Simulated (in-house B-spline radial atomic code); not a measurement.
# Au⁵⁷⁺: ionisation energy by several methods

Aim: the ionisation energy of Au⁵⁷⁺ by several methods, each as the difference of two self-consistent energies (Au⁵⁷⁺ and the next ion, [Ar] 3d3).

Program: in-house B-spline radial atomic code version 1. Level of theory: non-relativistic, several functionals, spin-polarised, exact exchange averaged over the configuration; spherical all-electron atom at the radial basis limit. These are calculated values, not measurements, unless marked.

## 1. The atom as given

- element: gold (Z = 79)
- charge: +57
- electrons: 22
- configuration: [Ar] 3d4
- nucleus: point

Outer shells as boxes (Hund's rule):

[Ar] 3d4
```
[Ar] core
3d [↑ ][↑ ][↑ ][↑ ][  ]
```

Where spins are not typed, each open shell is filled with up spins first.

## 2. B3LYP, a global hybrid

Settings, as recorded:

```ini
Z = 79
electrons = 22.0
configuration = [Ar] 3d4
hamiltonian = nr
method = b3lyp
spin_polarised = True
exact_exchange = averaged over the configuration
```

The run is started by

```bash
$ python run_scf.py task.json out
```

task.json lists these runs, among others, and the program works through them in turn.

## 3. LC-ωPBE, a range-separated hybrid

Changes to the settings of step 2:

```diff
@@ -4,3 +4,3 @@
 hamiltonian = nr
-method = b3lyp
+method = lc_wpbe
 spin_polarised = True
```

## 4. BHandHLYP, a global hybrid

Changes to the settings of step 3:

```diff
@@ -4,3 +4,3 @@
 hamiltonian = nr
-method = lc_wpbe
+method = bhandhlyp
 spin_polarised = True
```

**Question.** The tabulated ionisation energy is 5846 ± 6 eV (tabulated theoretical; NIST Atomic Spectra Database). What does each method give, and which comes nearest?

**Answer**, as computed:

| method | rung | total energy (hartree) | ΔSCF (eV) | −ε highest (eV) | ΔSCF less tabulated (eV) |
| --- | --- | --- | --- | --- | --- |
| B3LYP | global hybrid | -14773.1922 | 5776.95 | 5719.66 (3d up) | -69.05 |
| BHandHLYP | global hybrid | -14773.6833 | 5778.05 | 5743.14 (3d up) | -67.95 |
| LC-ωPBE | range-separated hybrid | -14772.5332 | 5775.09 | 5709.14 (3d up) | -70.91 |

What this shows: Against the tabulated ionisation energy, 5846 ± 6 eV (tabulated theoretical; NIST Atomic Spectra Database), the best here is BHandHLYP (-67.95 eV) and the worst LC-ωPBE (-70.91 eV, or 1.2 %). All methods miss on the same side by much the same amount, which points to something that they share. These runs lack relativity altogether, which can outweigh the gaps between the methods, so the nearest may be so by luck. These runs leave out relativity, which matters at this nuclear charge. Open shells are averaged (over orientations, and over spins where the run is restricted), while tables refer to the lowest levels.
